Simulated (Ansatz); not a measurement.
**Ge: band edges up the ladder**

An exercise on one series of results from a longer session: the logs are not shown, and one member is left open.

Computed with Ansatz 0.2.0 (DFT PBEsol, scalar-relativistic, plane waves, PAW, unless a step's input says otherwise).

That is the level of the relaxation; later steps name their own.

2 further runs of the same task are left out: 2 set aside as unsound or not needed.

### The structure to begin with

It takes space group P6_3/mmc (No. 194, hexagonal). Conventional cell: a = 3.997 Å, b = 3.997 Å, c = 6.596 Å, α = 90.00°, β = 90.00°, γ = 120.00°. Around Ge (site symmetry 3m) lie 4 Ge at 2.45 to 2.47 Å.

Coordinates:

```
Ge
1.0
     3.99697    0.00000    0.00000
    -1.99848    3.46148    0.00000
     0.00000    0.00000    6.59636
Ge
4
Direct
  0.66667 0.33333 0.06291
  0.33333 0.66667 0.56291
  0.66667 0.33333 0.43709
  0.33333 0.66667 0.93709
```

It goes back to an entry of the Materials Project, which need not be the stable form.

It is the result of an earlier relaxation at this level (volume 22.82 Å³/atom; gap on the mesh: none (metal)).

Set-up of the first run:

File input.yaml:

```yaml
crystal:
  lattice:
    - [3.9969679341, 0.0, 0.0]
    - [-1.9984839671, 3.461475769, 0.0]
    - [0.0, 0.0, 6.596364973]
  atoms:
    - { symbol: Ge, position: [0.6666666667, 0.3333333333, 0.0629118512] }
    - { symbol: Ge, position: [0.3333333333, 0.6666666667, 0.5629118512] }
    - { symbol: Ge, position: [0.6666666667, 0.3333333333, 0.4370881488] }
    - { symbol: Ge, position: [0.3333333333, 0.6666666667, 0.9370881488] }
basis:
  ecutwfc: 250
kpoints:
  mp_grid: { grid: [6, 6, 2] }
  band_path:
    path:
      - [0.0, 0.0, 0.0]
      - [0.5, 0.0, 0.0]
      - [0.3333333333, 0.3333333333, 0.0]
      - [0.0, 0.0, 0.5]
      - [0.5, 0.0, 0.5]
      - [0.3333333333, 0.3333333333, 0.5]
      - [0.0, 0.08333333, 0.0]
      - [0.0, 0.0, 0.16666667]
    npoints: 1
hamiltonian:
  xc: pbesol
scf:
  occupations: { method: gaussian, width: 0.1 }
  n_extra_bands: 5
output:
  forces: true
  stress: true
  eigenvalues: true
```

The run is started by

```
$ ansatz run input.yaml --threads 2 --pin off --max-ram 5120MiB --backend cpu --events-out ev --progress --plain --runs-dir out
```

Steps of the session up to this table: Levels with PBEsol, 250 eV and coarse mesh; The run at LDA; The run at PBE0; The run at Hartree-Fock.

One of the session's tables, all rows but one given; the rest of the session is left out.

| level | gap (eV) | least direct gap (eV) |
| --- | --- | --- |
| PBEsol, 250 eV and coarse mesh | 0.00 | 0.00 |
| LDA | 0.00 | 0.00 |
| PBE0 | ? | ? |
| Hartree-Fock | 5.50 | 5.50 |

Estimate the missing values for PBE0.

As computed: gap (eV): 0.99; least direct gap (eV): 0.99. In the column «gap (eV)» it lies between LDA (0.00) and Hartree-Fock (5.50).

Gaps are by band count over the mesh and the named points; a gap of 0 means that the bands overlap or touch.

Caveats from the session: The settings are coarse, so take the values as rough. Warnings in the runs' records: cutoff below recommended.
